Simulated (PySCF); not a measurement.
# A diatomic session: AlSb, part 2 of 2

PySCF 2.14.0; Al x2c-SVPall, Sb x2c-SVPall; spin-free X2C with a Gaussian nucleus. Earlier steps stand in the parts before.

### 8 B97-3 (global hybrid GGA)

Log of the SCF at 2.752 Å:

```text
[... 17 set-up lines left out, the same as in an earlier log ...]
XC functionals = HYB_GGA_XC_B97_3
    T. W. Keal and D. J. Tozer.,  J. Chem. Phys. 123, 121103 (2005)
[... 2 set-up lines left out, the same as in an earlier log ...]
init E= -6722.39291163413
cycle= 1 E= -6722.39317739392  delta_E= -0.000266  |g|= 0.00399  |ddm|= 0.131
cycle= 2 E= -6722.39317891114  delta_E= -1.52e-06  |g|= 0.00447  |ddm|= 0.0241
cycle= 3 E= -6722.39320045843  delta_E= -2.15e-05  |g|= 0.000272  |ddm|= 0.0128
cycle= 4 E= -6722.3932006215  delta_E= -1.63e-07  |g|= 0.000121  |ddm|= 0.00174
cycle= 5 E= -6722.39320064682  delta_E= -2.53e-08  |g|= 3.62e-05  |ddm|= 0.000473
cycle= 6 E= -6722.39320065009  delta_E= -3.27e-09  |g|= 1.22e-05  |ddm|= 0.000181
cycle= 7 E= -6722.39320065057  delta_E= -4.81e-10  |g|= 2.43e-06  |ddm|= 9.14e-05
Extra cycle  E= -6722.39320065059  delta_E= -1.91e-11  |g|= 1.49e-06  |ddm|= 1.71e-05
converged SCF energy = -6722.39320065059  <S^2> = 2.0051566  2S+1 = 3.0034358
```

Re = 2.760 Å, ωe = 256.2 cm⁻¹, ωexe = 0.809 cm⁻¹, αe = 0.000474 cm⁻¹, Be = 0.1003 cm⁻¹, De = 1.95 eV, μ = -0.53 D.

### 9 TPSSh

Output of the SCF at 2.752 Å:

```text
[... 17 set-up lines left out, the same as in an earlier log ...]
XC functionals = TPSSH
    V. N. Staroverov, G. E. Scuseria, J. Tao, and J. P. Perdew.,  J. Chem. Phys. 119, 12129 (2003)
[... 2 set-up lines left out, the same as in an earlier log ...]
init E= -6722.54242063525
cycle= 1 E= -6722.54259562278  delta_E= -0.000175  |g|= 0.011  |ddm|= 0.0608
cycle= 2 E= -6722.54255784287  delta_E= 3.78e-05  |g|= 0.0111  |ddm|= 0.0537
cycle= 3 E= -6722.54266277864  delta_E= -0.000105  |g|= 0.00211  |ddm|= 0.0339
cycle= 4 E= -6722.54266885746  delta_E= -6.08e-06  |g|= 0.000181  |ddm|= 0.00572
cycle= 5 E= -6722.54266890702  delta_E= -4.96e-08  |g|= 5.35e-05  |ddm|= 0.000798
cycle= 6 E= -6722.54266891482  delta_E= -7.8e-09  |g|= 1.2e-05  |ddm|= 0.000336
cycle= 7 E= -6722.54266891536  delta_E= -5.35e-10  |g|= 3.5e-06  |ddm|= 0.000109
Extra cycle  E= -6722.54266891539  delta_E= -3.18e-11  |g|= 3.25e-06  |ddm|= 2.72e-05
converged SCF energy = -6722.54266891539  <S^2> = 2.0065142  2S+1 = 3.0043397
```

Re = 2.754 Å, ωe = 256.5 cm⁻¹, ωexe = 0.848 cm⁻¹, αe = 0.000486 cm⁻¹, Be = 0.1007 cm⁻¹, De = 1.91 eV, μ = -0.39 D.

### 10 PBEsol (GGA)

Output of the SCF at 2.752 Å:

```text
[... 13 set-up lines left out, the same as in an earlier log ...]
max_memory 909 MB (current use 369 MB)
[... 3 set-up lines left out, the same as in an earlier log ...]
XC functionals = PBEsol
    J. P. Perdew, A. Ruzsinszky, G. I. Csonka, O. A. Vydrov, G. E. Scuseria, L. A. Constantin, X. Zhou, and K. Burke.,  Phys. Rev. Lett. 100, 136406 (2008)
    J. P. Perdew, A. Ruzsinszky, G. I. Csonka, O. A. Vydrov, G. E. Scuseria, L. A. Constantin, X. Zhou, and K. Burke.,  Phys. Rev. Lett. 100, 136406 (2008)
[... 2 set-up lines left out, the same as in an earlier log ...]
init E= -6718.81144565772
cycle= 1 E= -6718.81294664791  delta_E= -0.0015  |g|= 0.0172  |ddm|= 0.153
cycle= 2 E= -6718.8124778266  delta_E= 0.000469  |g|= 0.0245  |ddm|= 0.0898
cycle= 3 E= -6718.81312016883  delta_E= -0.000642  |g|= 0.00521  |ddm|= 0.0754
cycle= 4 E= -6718.81315958921  delta_E= -3.94e-05  |g|= 0.000523  |ddm|= 0.0186
cycle= 5 E= -6718.81316008015  delta_E= -4.91e-07  |g|= 9e-05  |ddm|= 0.00229
cycle= 6 E= -6718.81316008649  delta_E= -6.34e-09  |g|= 2.9e-05  |ddm|= 0.000279
cycle= 7 E= -6718.81316008769  delta_E= -1.21e-09  |g|= 2.16e-06  |ddm|= 8.28e-05
cycle= 8 E= -6718.8131600877  delta_E= -8.19e-12  |g|= 3.45e-07  |ddm|= 9.01e-06
Extra cycle  E= -6718.8131600877  delta_E=    0  |g|= 3.03e-07  |ddm|= 2.15e-06
converged SCF energy = -6718.8131600877  <S^2> = 2.0045609  2S+1 = 3.003039
```

Re = 2.748 Å, ωe = 257.6 cm⁻¹, ωexe = 0.806 cm⁻¹, αe = 0.000475 cm⁻¹, Be = 0.1012 cm⁻¹, De = 2.20 eV, μ = -0.30 D.

### 11 UHF (mean field)

The SCF at the reference distance, 2.752 Å, printed:

```text
******** <class 'pyscf.scf.uhf_symm.SymAdaptedUHF'> ********
method = SymAdaptedUHF
[... 13 set-up lines left out, the same as in an earlier log ...]
Overwritten attributes  get_j get_jk get_occ get_k get_hcore  of <class 'pyscf.scf.uhf_symm.SymAdaptedUHF'>
<class 'pyscf.scf.uhf_symm.SymAdaptedUHF'> does not have attributes  refdm
[... 1 set-up line left out, the same as in an earlier log ...]
init E= -6719.49572786306
cycle= 1 E= -6719.50457835352  delta_E= -0.00885  |g|= 0.0223  |ddm|= 0.276
cycle= 2 E= -6719.50541383263  delta_E= -0.000835  |g|= 0.00838  |ddm|= 0.0856
cycle= 3 E= -6719.50561215586  delta_E= -0.000198  |g|= 0.0028  |ddm|= 0.0415
cycle= 4 E= -6719.50563745791  delta_E= -2.53e-05  |g|= 0.00131  |ddm|= 0.0125
cycle= 5 E= -6719.50564509268  delta_E= -7.63e-06  |g|= 0.000542  |ddm|= 0.00811
cycle= 6 E= -6719.50564662762  delta_E= -1.53e-06  |g|= 0.000271  |ddm|= 0.00418
cycle= 7 E= -6719.50564707393  delta_E= -4.46e-07  |g|= 0.000162  |ddm|= 0.00248
cycle= 8 E= -6719.50564729264  delta_E= -2.19e-07  |g|= 5.22e-05  |ddm|= 0.00261
cycle= 9 E= -6719.50564731  delta_E= -1.74e-08  |g|= 1.35e-05  |ddm|= 0.000762
cycle= 10 E= -6719.50564731072  delta_E= -7.28e-10  |g|= 3.72e-06  |ddm|= 0.000115
Extra cycle  E= -6719.50564731076  delta_E= -4e-11  |g|= 2.35e-06  |ddm|= 1.65e-05
converged SCF energy = -6719.50564731076  <S^2> = 2.0197903  2S+1 = 3.0131646
```

Re = 2.767 Å, ωe = 255.2 cm⁻¹, ωexe = 1.10 cm⁻¹, αe = 0.000518 cm⁻¹, Be = 0.09979 cm⁻¹, De = 0.84 eV, μ = -1.03 D. 2.3 s of CPU time for 12 points, integrals apart.

### 12 Correlated methods on the Hartree–Fock reference

Reference: UHF; core orbitals frozen: 23.

Log of the coupled-cluster run at 2.752 Å:

```text
******** <class 'pyscf.cc.uccsd.UCCSD'> ********
CC2 = 0
CCSD nocc = (np.int64(10), np.int64(8)), nmo = (31, 31)
frozen orbitals [[0, 1, 2, 3, 4, 5, 6, 7, 8, 9, 10, 11, 12, 13, 14, 15, 16, 17, 18, 19, 20, 21, 22], [0, 1, 2, 3, 4, 5, 6, 7, 8, 9, 10, 11, 12, 13, 14, 15, 16, 17, 18, 19, 20, 21, 22]]
max_cycle = 80
direct = 0
conv_tol = 1e-07
conv_tol_normt = 1e-05
diis_space = 8
diis_start_cycle = 0
diis_start_energy_diff = 1e+09
max_memory 909 MB (current use 369 MB)
Init t2, MP2 energy = -0.114983341283266
Init E_corr(UCCSD) = -0.114983341292784
cycle = 1  E_corr(UCCSD) = -0.132190496797972  dE = -0.0172071555  norm(t1,t2) = 0.0780637
cycle = 2  E_corr(UCCSD) = -0.137739220849951  dE = -0.00554872405  norm(t1,t2) = 0.0334423
cycle = 3  E_corr(UCCSD) = -0.141451783936432  dE = -0.00371256309  norm(t1,t2) = 0.0174301
cycle = 4  E_corr(UCCSD) = -0.141508503957997  dE = -5.67200216e-05  norm(t1,t2) = 0.00353373
cycle = 5  E_corr(UCCSD) = -0.141435915092404  dE = 7.25888656e-05  norm(t1,t2) = 0.00194056
cycle = 6  E_corr(UCCSD) = -0.141455390225876  dE = -1.94751335e-05  norm(t1,t2) = 0.00077864
cycle = 7  E_corr(UCCSD) = -0.141452391992556  dE = 2.99823332e-06  norm(t1,t2) = 0.000270203
cycle = 8  E_corr(UCCSD) = -0.141451967570105  dE = 4.24422451e-07  norm(t1,t2) = 0.000107426
cycle = 9  E_corr(UCCSD) = -0.141453372375411  dE = -1.40480531e-06  norm(t1,t2) = 3.82567e-05
cycle = 10  E_corr(UCCSD) = -0.141453254423973  dE = 1.17951438e-07  norm(t1,t2) = 1.62484e-05
cycle = 11  E_corr(UCCSD) = -0.141453124148267  dE = 1.30275705e-07  norm(t1,t2) = 6.20218e-06
cycle = 12  E_corr(UCCSD) = -0.141453198953849  dE = -7.48055822e-08  norm(t1,t2) = 2.43618e-06
UCCSD converged
E(UCCSD) = -6719.647100509717  E_corr = -0.1414531989538494
UCCSD(T) correction = -0.00433079918900923
```

Correlation energy (eV) along the bond:

```tsv
R (Å)	MP2	SCS-MP2	CCSD	CCSD(T)	T1
2.367	-3.181	-3.107	n/a	n/a	n/a
2.477	-3.165	-3.096	-3.870	-3.987	0.012
2.587	-3.150	-3.087	-3.861	-3.978	0.012
2.669	-3.139	-3.081	-3.855	-3.972	0.013
2.752	-3.129	-3.076	-3.849	-3.967	0.013
2.835	-3.119	-3.071	-3.844	-3.963	0.014
2.945	-3.104	-3.063	-3.839	-3.958	0.015
3.082	-3.078	-3.044	-3.831	-3.951	0.017
3.247	-3.011	-2.981	-3.807	-3.929	0.025
3.467	-2.870	-2.840	n/a	n/a	n/a
```

UHF-MP2: Re = 2.745 Å, ωe = 264.1 cm⁻¹, ωexe = 0.638 cm⁻¹, αe = 0.000465 cm⁻¹, Be = 0.1014 cm⁻¹, De = 1.44 eV.

UHF-SCS-MP2: Re = 2.756 Å, ωe = 259.3 cm⁻¹, ωexe = 0.570 cm⁻¹, αe = 0.000461 cm⁻¹, Be = 0.1006 cm⁻¹, De = 1.40 eV.

UHF-CCSD: Re = 2.756 Å, ωe = 257.7 cm⁻¹, ωexe = 0.967 cm⁻¹, αe = 0.000512 cm⁻¹, Be = 0.1006 cm⁻¹, De = 1.43 eV.

UHF-CCSD(T): Re = 2.757 Å, ωe = 256.6 cm⁻¹, ωexe = 0.956 cm⁻¹, αe = 0.000515 cm⁻¹, Be = 0.1005 cm⁻¹, De = 1.50 eV.

### 13 All curves

Energy (eV) from each level's lowest point:

```tsv
R (Å)	UHF	UHF-MP2	UHF-SCS-MP2	UHF-CCSD	UHF-CCSD(T)	PBE	PBEsol	r²SCAN	TPSSh	PBE0	B97-3
2.367	0.689	0.636	0.658	n/a	n/a	0.665	0.612	0.630	0.635	0.614	0.653
2.477	0.315	0.279	0.294	0.294	0.295	0.306	0.271	0.280	0.284	0.269	0.296
2.587	0.106	0.085	0.094	0.094	0.095	0.104	0.084	0.088	0.091	0.082	0.097
2.669	0.028	0.018	0.022	0.022	0.023	0.028	0.018	0.020	0.021	0.017	0.024
2.752	0.000	0.000	0.000	0.000	0.000	0.000	0.000	0.000	0.000	0.000	0.000
2.835	0.010	0.021	0.016	0.015	0.014	0.010	0.018	0.017	0.016	0.020	0.014
2.945	0.067	0.092	0.080	0.077	0.076	0.065	0.084	0.082	0.079	0.090	0.074
3.082	0.181	0.232	0.213	0.200	0.197	0.182	0.213	0.208	0.203	0.222	0.198
3.247	0.340	0.457	0.434	0.381	0.378	0.363	0.405	0.399	0.390	0.420	0.386
3.467	0.513	0.772	0.748	n/a	n/a	0.631	0.688	0.678	0.664	0.707	0.664
```

The whole job (state search and all levels along the bond) took 2.6 min on 1 thread of Arm Neoverse V1 (shared host), peak memory 0.64 GiB.

### 14 Results

The summary covers parts 1 to 2.

Lowest PBE0 solution found, without spin–orbit coupling: ³Σ⁻ (triplet), unpaired electrons π ↑↑. State 2 has its PBE0 minimum 0.11 eV higher. State 3 has its PBE0 minimum 0.25 eV higher, as a spin-mixed determinant (⟨S²⟩ = 1.02), so this is no gap between pure states. State 4 has its PBE0 minimum 0.29 eV higher, as a spin-mixed determinant (⟨S²⟩ = 1.01), so this is no gap between pure states. The other levels ran on the lowest alone.

```tsv
level	Re (Å)	ωe (cm⁻¹)	De (eV)	μ (D)
UHF	2.767	255.2	0.84	-1.03
UHF-MP2	2.745	264.1	1.44	n/a
UHF-SCS-MP2	2.756	259.3	1.40	n/a
UHF-CCSD	2.756	257.7	1.43	n/a
UHF-CCSD(T)	2.757	256.6	1.50	n/a
PBE	2.769	251.9	2.05	-0.31
PBEsol	2.748	257.6	2.20	-0.30
r²SCAN	2.752	257.7	1.91	-0.39
TPSSh	2.754	256.5	1.91	-0.39
PBE0	2.744	261.2	1.92	-0.52
B97-3	2.760	256.2	1.95	-0.53
```

De is counted to Al + Sb in their ground configurations. A positive dipole means Al(−)Sb(+).

Differences from CCSD(T) in the same basis:

```tsv
level	Re (mÅ)	ωe (%)
UHF	+10	-0.5
UHF-MP2	-12	+2.9
UHF-SCS-MP2	-2	+1.1
UHF-CCSD	-1	+0.4
PBE	+11	-1.8
PBEsol	-9	+0.4
r²SCAN	-6	+0.4
TPSSh	-3	-0.1
PBE0	-13	+1.8
B97-3	+2	-0.1
```

Time per point (s) on 1 thread of Arm Neoverse V1, shared host (CPU time, shared integrals of 0.63 s apart; correlated levels include their reference; CCSD comes with the CCSD(T) run); the times are rough: UHF 0.19, UHF-MP2 0.3, UHF-SCS-MP2 0.3, PBE 0.84, PBEsol 0.62, r²SCAN 1.2, TPSSh 1.3, PBE0 1.3, B97-3 0.75; the reference 2.4.

The cheapest levels within 14 mÅ and 2.5 % of CCSD(T): UHF-SCS-MP2 (0.3 s), UHF (0.19 s). The dearest run takes 2.4 s.

Against CCSD(T) in the same basis, the bond length is nearest at UHF-CCSD (-1 mÅ) and farthest at PBE0 (-13 mÅ); the wavenumber is nearest at TPSSh and B97-3 (-0.1 %) and farthest at UHF-MP2 (+2.9 %). CCSD(T) in a basis this small is itself some way from its limit, more so than the functionals. Of the levels with a De here, UHF gives the least (0.84 eV) and PBEsol the most (2.20 eV).

Correlated steps freeze 23 core orbitals. Spin–orbit coupling is left out, which matters for elements this heavy, above all for dissociation energies. With spin–orbit coupling the term label itself may not hold.
